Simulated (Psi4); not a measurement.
# C2H3In (SMILES C#[C][InH2]): a chain of runs

We compute a structure relaxation (singlet C2H3In, B3LYP/def2-SVPD), then the energy (doublet C2H3In+, UB3LYP/def2-SVPD), then a structure relaxation (doublet C2H3In+, UB3LYP/def2-SVPD), then the energy (doublet C2H3In−, UB3LYP/def2-SVPD), then a structure relaxation (doublet C2H3In−, UB3LYP/def2-SVPD) of C2H3In. 

The calculation is run with Psi4 1.11.

## Step 1: The molecule

C2H3In: 6 atoms, total charge 0, spin state singlet. As SMILES, `C#[C][InH2]`. The shape is that of a PBE0-D4/def2-TZVP optimisation. The run starts from this shape.

Bond lengths: C1–C2 1.210 Å, C2–In3 2.097 Å, C1–H4 1.067 Å, In3–H5 1.713 Å, In3–H6 1.713 Å. Angles: C1–C2–In3 180.0°, C2–C1–H4 180.0°, C2–In3–H5 117.0°, C2–In3–H6 117.0°, H5–In3–H6 126.0°.

## Step 2: A structure relaxation at B3LYP/def2-SVPD (density fitting, core potential) (run 1)

File input.in:

```
memory 1600 MB

molecule system {
  0 1
  C     -0.186600    -1.928000     0.015100
  C     -0.070400    -0.723400     0.005900
  In     0.131900     1.363900    -0.010600
  H     -0.289000    -2.989600     0.023300
  H      0.673500     2.081500    -1.468800
  H     -0.259400     2.195500     1.435000
  units angstrom
  symmetry c1
}

set basis def2-SVPD

result, w = opt("b3lyp", return_wfn=True)
print_variables()
```

On the command line:

```sh
$ psi4 -n 1 input.in input.out
```

input.out:

```text
[...]
    !!!  WARNING: ECP capability is in beta. Please check occupations closely.  !!!
[...]
  Running in c1 symmetry.
[...]
  Nuclear repulsion =   91.358346393140707
[...]
  Multiplicity = 1
[...]
  Nalpha       = 18
  Nbeta        = 18
[...]
    Number of basis functions: 96
[...]
   @DF-RKS iter   1:  -267.68586200897369   -8.55891e-01   8.17130e-03 ADIIS/DIIS
[...]
    !!!  WARNING: ECP capability is in beta. Please check occupations closely.  !!!
[...]
   @DF-RKS iter   6:  -268.05824371975683   -2.55795e-12   4.54659e-09 DIIS
[...]
  @DF-RKS Final Energy:  -268.05824371975683
   => Energetics <=
    Nuclear Repulsion Energy =             90.3992082137483663
    One-Electron Energy =                -618.1292652644399368
    Two-Electron Energy =                 282.8674295645269012
    DFT Exchange-Correlation Energy =     -23.1956162335921228
    Empirical Dispersion Energy =           0.0000000000000000
    VV10 Nonlocal Energy =                  0.0000000000000000
    Total Energy =                       -268.0582437197568311
[...]
  -Total Gradient:
     Atom            X                  Y                   Z
    ------   -----------------  -----------------  -----------------
       1        0.000002549925     0.000000323303    -0.000003493611
       2       -0.000002119235     0.000018076098     0.000003019000
       3       -0.000017365937    -0.000149777279     0.000001310549
       4        0.000000589824    -0.000001484381     0.000000564010
       5        0.000000547317     0.000068165221     0.000023220024
       6        0.000016056546     0.000067791507    -0.000024613585
[...]
```

The script printed:

```text
Interior angle of 180.0 for bend B([3, 0, 2]) can't work in good torsion
Interior angle of 180.0 for bend B([3, 0, 2]) can't work in good torsion
Optimizer: Optimization complete!
```

Run time: 18 s. Hardware: 1 thread of Intel Xeon 6975P-C (Granite Rapids), shared host; peak memory 0.61 GiB.

The path in brief:

```tsv
step	energy from the first frame kept (eV)	largest force (eV/Å)
0	0.0000	0.9451
1	-0.0145	0.0606
2	-0.0151	0.0180
3	-0.0151	0.0078
```

After the run. Bond lengths: C1–C2 1.222 Å, C2–In3 2.123 Å, C1–H4 1.074 Å, In3–H5 1.725 Å, In3–H6 1.725 Å. Angles: C1–C2–In3 180.0°, C2–C1–H4 180.0°, C2–In3–H5 117.0°, C2–In3–H6 117.0°, H5–In3–H6 126.1°.

## Step 3: The doublet cation: the energy at UB3LYP/def2-SVPD (density fitting, core potential) (run 2)

File input.inp:

```
memory 1600 mb

molecule {
  1 2
  C     -0.189712    -1.960252     0.015500
  C     -0.072293    -0.743747     0.006081
  In     0.132441     1.369574    -0.010666
  H     -0.292934    -3.029294     0.023837
  H      0.677890     2.090781    -1.479524
  H     -0.261957     2.205251     1.445790
  symmetry c1
}

set globals {
  basis     def2-SVPD
  reference uks
}

E = energy("b3lyp")
```

On the command line:

```sh
$ psi4 input.inp input.out -n 1
```

input.out:

```text
[...]
    !!!  WARNING: ECP capability is in beta. Please check occupations closely.  !!!
[...]
  Running in c1 symmetry.
[...]
  Nuclear repulsion =   90.399223259152762
[...]
  Multiplicity = 2
[...]
  Nalpha       = 18
  Nbeta        = 17
[...]
    Number of basis functions: 96
[...]
   @DF-UKS iter   1:  -267.38227767375844   -5.77808e-01   7.46336e-03 ADIIS/DIIS
[...]
   @DF-UKS iter  11:  -267.69822788462756   -1.50510e-07   4.01056e-07 DIIS
[...]
   @S^2 Observed:                7.603060941E-01
[...]
  @DF-UKS Final Energy:  -267.69822788462756
   => Energetics <=
    Nuclear Repulsion Energy =             90.3992232591527625
    One-Electron Energy =                -609.7572246608557407
    Two-Electron Energy =                 274.6200289863817261
    DFT Exchange-Correlation Energy =     -22.9602554693063681
    Empirical Dispersion Energy =           0.0000000000000000
    VV10 Nonlocal Energy =                  0.0000000000000000
    Total Energy =                       -267.6982278846276131
[...]
 Multipole Moments:
 ------------------------------------------------------------------------------------
     Multipole            Electronic (a.u.)      Nuclear  (a.u.)        Total (a.u.)
 ------------------------------------------------------------------------------------
 L = 1.  Multiply by 2.5417464519 to convert [e a0] to [Debye]
 Dipole X            :          3.1993582           -3.3292717           -0.1299135
 Dipole Y            :         33.0612359          -34.4051933           -1.3439575
 Dipole Z            :         -0.2602854            0.2708169            0.0105315
 Magnitude           :                                                    1.3502630
[...]
```

Run time: 6.9 s. Hardware: 1 thread of Intel Xeon 6975P-C (Granite Rapids), shared host; peak memory 0.55 GiB.

## Step 4: The doublet cation: a structure relaxation at UB3LYP/def2-SVPD (density fitting) (run 3)

File calc.inp:

```
memory 1600 mb

molecule molecule1 {
  1 2
  C     -0.189712    -1.960252     0.015500
  C     -0.072293    -0.743747     0.006081
  In     0.132441     1.369574    -0.010666
  H     -0.292934    -3.029294     0.023837
  H      0.677890     2.090781    -1.479524
  H     -0.261957     2.205251     1.445790
  units angstrom
  symmetry c1
}

set basis def2-SVPD
set reference uks
set geom_maxiter 50

E, wfn = opt("b3lyp", return_wfn=True)
```

On the command line:

```sh
$ psi4 -n 1 calc.inp calc.out
```

calc.out:

```text
Psi4 1.11 release

gradient() will perform analytic gradient computation.

   => Loading Basis Set <=

    Name: DEF2-SVPD
    Role: ORBITAL
    Keyword: BASIS

    !!!  WARNING: ECP capability is in beta. Please check occupations closely.  !!!

         ---------------------------------------------------------
                                   SCF
                              UKS Reference
                        1 Threads,   1525 MiB Core
         ---------------------------------------------------------

  ==> Geometry <==

[... 163 lines left out ...]
   @DF-UKS iter   3:  -267.65231073506374   -9.59449e-01   2.07808e-03 ADIIS/DIIS
[... 25 lines left out ...]
   @S^2 Expected:                7.500000000E-01
[... 180 lines left out ...]
	   Step    Total Energy     Delta E     Max Force     RMS Force      Max Disp      RMS Disp
[... 157 lines left out ...]
    Final Occupation by Irrep:
[... 173 lines left out ...]
PsiException: Could not converge geometry optimization in 50 iterations.
[... 1 line left out ...]
psi4.driver.p4util.exceptions.OptimizationConvergenceError: Could not converge geometry optimization in 50 iterations.
[... 1 line left out ...]
Printing out the relevant lines from the Psithon --> Python processed input file:
    ""","molecule1")
    core.IO.set_default_namespace("molecule1")
    core.set_global_option("BASIS", "def2-SVPD")
    core.set_global_option("REFERENCE", "uks")
    core.set_global_option("GEOM_MAXITER", 50)
--> E, wfn = opt("b3lyp", return_wfn=True)

!-------------------------------------------------------------!
!                                                             !
!  Could not converge geometry optimization in 50 iterations. !
!                                                             !
!-------------------------------------------------------------!

    Psi4 run time: 0:04:57.32

[set-up sections that repeat, and orbital energies of the middle runs, are left out above]
```

It took 5 min on 1 thread of Intel Xeon 6975P-C (Granite Rapids), shared host; peak memory 0.61 GiB.

The run stopped without converging.

## Step 5: The doublet anion: the energy at UB3LYP/def2-SVPD (density fitting, core potential) (run 4)

File c2h3in.dat:

```
memory 1.6 GB

molecule {
  -1 2
  C     -0.189712    -1.960252     0.015500
  C     -0.072293    -0.743747     0.006081
  In     0.132441     1.369574    -0.010666
  H     -0.292934    -3.029294     0.023837
  H      0.677890     2.090781    -1.479524
  H     -0.261957     2.205251     1.445790
  symmetry c1
}

set {
  basis     def2-SVPD
  reference uks
}

e_tot = energy('b3lyp')
```

On the command line:

```sh
$ psi4 -n 1 c2h3in.dat c2h3in.out
```

c2h3in.out:

```text
[...]
    !!!  WARNING: ECP capability is in beta. Please check occupations closely.  !!!
[...]
  Running in c1 symmetry.
[...]
  Nuclear repulsion =   90.399223259152762
[...]
  Multiplicity = 2
[...]
  Nalpha       = 19
  Nbeta        = 18
[...]
    Number of basis functions: 96
[...]
   @DF-UKS iter   1:  -267.54120834393524   -7.36739e-01   9.17254e-03 ADIIS/DIIS
[...]
   @DF-UKS iter  10:  -268.07513386731080   -7.06100e-08   6.30647e-07 DIIS
[...]
   @S^2 Observed:                7.538817437E-01
[...]
  @DF-UKS Final Energy:  -268.07513386731080
   => Energetics <=
    Nuclear Repulsion Energy =             90.3992232591527625
    One-Electron Energy =                -625.3362754146761517
    Two-Electron Energy =                 290.2078893971888078
    DFT Exchange-Correlation Energy =     -23.3459711089762543
    Empirical Dispersion Energy =           0.0000000000000000
    VV10 Nonlocal Energy =                  0.0000000000000000
    Total Energy =                       -268.0751338673107966
[...]
 Multipole Moments:
 ------------------------------------------------------------------------------------
     Multipole            Electronic (a.u.)      Nuclear  (a.u.)        Total (a.u.)
 ------------------------------------------------------------------------------------
 L = 1.  Multiply by 2.5417464519 to convert [e a0] to [Debye]
 Dipole X            :          3.3244422           -3.3292717           -0.0048295
 Dipole Y            :         34.3527180          -34.4051933           -0.0524753
 Dipole Z            :         -0.2703371            0.2708169            0.0004798
 Magnitude           :                                                    0.0526993
[...]
```

Run time: 6.3 s. Hardware: 1 thread of Intel Xeon 6975P-C (Granite Rapids), shared host; peak memory 0.55 GiB.

## Step 6: The doublet anion: a geometry optimisation at UB3LYP/def2-SVPD (density fitting) (run 5)

File calc.inp:

```
memory 1600 mb

molecule m {
  -1 2
  C     -0.189712    -1.960252     0.015500
  C     -0.072293    -0.743747     0.006081
  In     0.132441     1.369574    -0.010666
  H     -0.292934    -3.029294     0.023837
  H      0.677890     2.090781    -1.479524
  H     -0.261957     2.205251     1.445790
  symmetry c1
}

set {
  basis        def2-SVPD
  reference    uks
  geom_maxiter 50
}

optimize("b3lyp")
```

On the command line:

```sh
$ psi4 calc.inp calc.out -n 1
```

calc.out:

```text
Psi4 1.11 release

gradient() will perform analytic gradient computation.

   => Loading Basis Set <=

    Name: DEF2-SVPD
    Role: ORBITAL
    Keyword: BASIS

    !!!  WARNING: ECP capability is in beta. Please check occupations closely.  !!!

         ---------------------------------------------------------
                                   SCF
                              UKS Reference
                        1 Threads,   1525 MiB Core
         ---------------------------------------------------------

  ==> Geometry <==

[... 163 lines left out ...]
   @DF-UKS iter   3:  -268.06107584202243   -1.83430e+00   1.55008e-03 DIIS/ADIIS
[... 24 lines left out ...]
   @S   Expected:                5.000000000E-01
[... 186 lines left out ...]
	   Step    Total Energy     Delta E     Max Force     RMS Force      Max Disp      RMS Disp
[... 146 lines left out ...]
  @DF-UKS Final Energy:  -268.02131555034640
[... 166 lines left out ...]
PsiException: Could not converge geometry optimization in 50 iterations.
[... 1 line left out ...]
psi4.driver.p4util.exceptions.OptimizationConvergenceError: Could not converge geometry optimization in 50 iterations.
[... 1 line left out ...]
Printing out the relevant lines from the Psithon --> Python processed input file:
    ""","m")
    core.IO.set_default_namespace("m")
    core.set_global_option("BASIS", "def2-SVPD")
    core.set_global_option("REFERENCE", "uks")
    core.set_global_option("GEOM_MAXITER", 50)
--> optimize("b3lyp")

!-------------------------------------------------------------!
!                                                             !
!  Could not converge geometry optimization in 50 iterations. !
!                                                             !
!-------------------------------------------------------------!

    Psi4 run time: 0:04:09.82

[set-up sections that repeat, and orbital energies of the middle runs, are left out above]
```

Run time: 4.2 min. Hardware: 1 thread of Intel Xeon 6975P-C (Granite Rapids), shared host; peak memory 0.63 GiB.

No converged result was reached.

## Step 7: Results

| quantity | value |
| --- | --- |
| run 1, B3LYP/def2-SVPD: total energy at the end | -268.05824 Eh |
| run 1, B3LYP/def2-SVPD: dipole moment | 0.34 D |
| run 1, B3LYP/def2-SVPD: HOMO energy | -7.51 eV |
| run 1, B3LYP/def2-SVPD: LUMO energy | -2.31 eV |
| run 1, B3LYP/def2-SVPD: HOMO–LUMO gap | 5.20 eV |
| doublet cation, run 2: total energy | -267.69823 Eh |
| doublet cation, run 2: HOMO energy (highest over α and β) | -13.77 eV |
| doublet cation, run 2: LUMO energy (lowest over α and β) | -12.06 eV |
| doublet cation, run 2: ⟨S²⟩ | 0.760 |
| doublet anion, run 4: total energy | -268.07513 Eh |
| doublet anion, run 4: HOMO energy (highest over α and β) | 1.40 eV |
| doublet anion, run 4: LUMO energy (lowest over α and β) | 3.16 eV |
| doublet anion, run 4: ⟨S²⟩ | 0.754 |
| doublet cation, run 3 | no result (not converged) |
| doublet anion, run 5 | no result (not converged) |

What this shows: The optimisation (run 1, B3LYP/def2-SVPD) took 4 steps and changed the energy by -0.015 eV. The HOMO (doublet anion, run 4) lies at positive energy, 1.40 eV; only total energies tell whether the electron is bound. 2 of the 5 runs did not end normally.
